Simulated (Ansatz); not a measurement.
# MgSiN: the cost of one run

Computed with Ansatz 0.2.0 (DFT PBE, scalar-relativistic, plane waves, PAW, unless a step's input says otherwise).

### Step 1. The system as given

The structure is tetragonal, space group P4/mmm (No. 123). The conventional cell has a = 3.388 Å, b = 3.388 Å, c = 3.458 Å, α = 90.00°, β = 90.00°, γ = 90.00°. Around Mg (site symmetry 4/mmm) lie 4 N at 2.40 Å. Si (site symmetry 4/mmm) is surrounded by 2 N at 1.73 Å. N (site symmetry 4/mmm) is surrounded by 2 Si at 1.73 Å and 4 Mg at 2.40 Å.

Coordinates:

```xyz
3
Lattice="3.3881 0.0000 0.0000 0.0000 3.3881 0.0000 0.0000 0.0000 3.4577" Properties=species:S:1:pos:R:3 pbc="T T T"
Mg    0.0000    0.0000    0.0000
Si    1.6940    1.6940    1.7289
N     1.6940    1.6940    0.0000
```

A structure generator made this guess: species swapped into a database cell of HoCoC (P4/mmm, No. 123), with Mg on the Ho sites, Si on the Co sites and N on the C sites. Its size is a rough estimate.

### Step 2. Probe: one point on a coarse mesh

Contents of input.yaml:

```yaml
crystal:
  lattice:
    - [3.38808266, 0.0, 0.0]
    - [0.0, 3.38808266, 0.0]
    - [0.0, 0.0, 3.45774549]
  atoms:
    - { symbol: Mg, position: [0.0, 0.0, 0.0] }
    - { symbol: Si, position: [0.5, 0.5, 0.5] }
    - { symbol: "N", position: [0.5, 0.5, 0.0] }
basis:
  ecutwfc: 420
kpoints:
  mp_grid: { grid: [6, 6, 6] }
hamiltonian:
  xc: pbe
scf:
  occupations: { method: gaussian, width: 0.1 }
  lower_state_search: "off"
output:
  forces: true
  stress: true
  eigenvalues: true
```

The run is started by

```bash
$ ansatz run input.yaml --threads 1 --pin off --max-ram 2560MiB --backend cpu --events-out ev --progress --plain --runs-dir out
```

**Question.** How long does this run take on 1 thread of Intel Xeon Platinum 8259CL at 2.50GHz (Skylake/Cascade Lake), shared host, and how much memory does it need?

About 2 s, with a peak of 0.36 GiB.
